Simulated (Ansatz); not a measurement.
# BH8NSi2: the cost of one run

Program: Ansatz 0.2.0. Level of theory: RKS BLYP/def2-SVP. These are calculated values, not measurements.

**1. The system as given**

Bond lengths: N1–Si2 1.748 Å, Si2–B3 1.913 Å, B3–Si4 1.989 Å, N1–H5 1.001 Å, N1–H6 1.068 Å, Si2–H7 1.461 Å, Si2–H8 1.448 Å, B3–H9 1.166 Å, Si4–H10 1.513 Å, Si4–H11 1.494 Å, Si4–H12 1.413 Å. Angles (14 of 18 angles, heavy atoms first): N1–Si2–B3 108.3°, Si2–B3–Si4 121.9°, N1–Si2–H7 109.3°, N1–Si2–H8 110.6°, B3–Si2–H7 108.8°, B3–Si2–H8 107.6°, Si2–N1–H5 111.2°, Si2–N1–H6 109.9°, Si2–B3–H9 122.0°, Si4–B3–H9 115.8°, B3–Si4–H10 105.9°, B3–Si4–H11 108.0°, B3–Si4–H12 112.3°, H7–Si2–H8 112.0°.

As a file:

```xyz
12

N    -1.3516    2.0009    0.0833
Si   -1.2821    0.2973   -0.3027
B     0.5417   -0.1686   -0.6462
Si    1.5281   -1.4673    0.4926
H    -0.7786    2.2167    0.8757
H    -0.9847    2.5748   -0.7392
H    -1.7597   -0.4772    0.8407
H    -2.0398    0.0145   -1.5043
H     1.1719    0.3646   -1.4701
H     0.7417   -2.7584    0.4265
H     1.4268   -1.0068    1.9100
H     2.8634   -1.6457    0.0678
```

**2. Relaxing end A**

File input.yaml:

```yaml
crystal:
  periodic: [false, false, false]
  atoms:
    - { symbol: "N", position_ang: [-1.3516, 2.0009, 0.0833] }
    - { symbol: Si, position_ang: [-1.2821, 0.2973, -0.3027] }
    - { symbol: B, position_ang: [0.5417, -0.1686, -0.6462] }
    - { symbol: Si, position_ang: [1.5281, -1.4673, 0.4926] }
    - { symbol: H, position_ang: [-0.7786, 2.2167, 0.8757] }
    - { symbol: H, position_ang: [-0.9847, 2.5748, -0.7392] }
    - { symbol: H, position_ang: [-1.7597, -0.4772, 0.8407] }
    - { symbol: H, position_ang: [-2.0398, 0.0145, -1.5043] }
    - { symbol: H, position_ang: [1.1719, 0.3646, -1.4701] }
    - { symbol: H, position_ang: [0.7417, -2.7584, 0.4265] }
    - { symbol: H, position_ang: [1.4268, -1.0068, 1.91] }
    - { symbol: H, position_ang: [2.8634, -1.6457, 0.0678] }
basis:
  gaussian: { orbitals: def2-SVP }
hamiltonian:
  xc: blyp
relax:
  f_tol: 0.02
  max_steps: 50
```

The run is started by

```
> ansatz run input.yaml --threads 2 --pin off --max-ram 3072MiB --backend cpu --events-out ev --progress --plain --runs-dir out
```

Q: Estimate wall time and peak memory on 2 threads of Intel Xeon 6975P-C (Granite Rapids), shared host.

About 24 s, with a peak of 0.16 GiB.
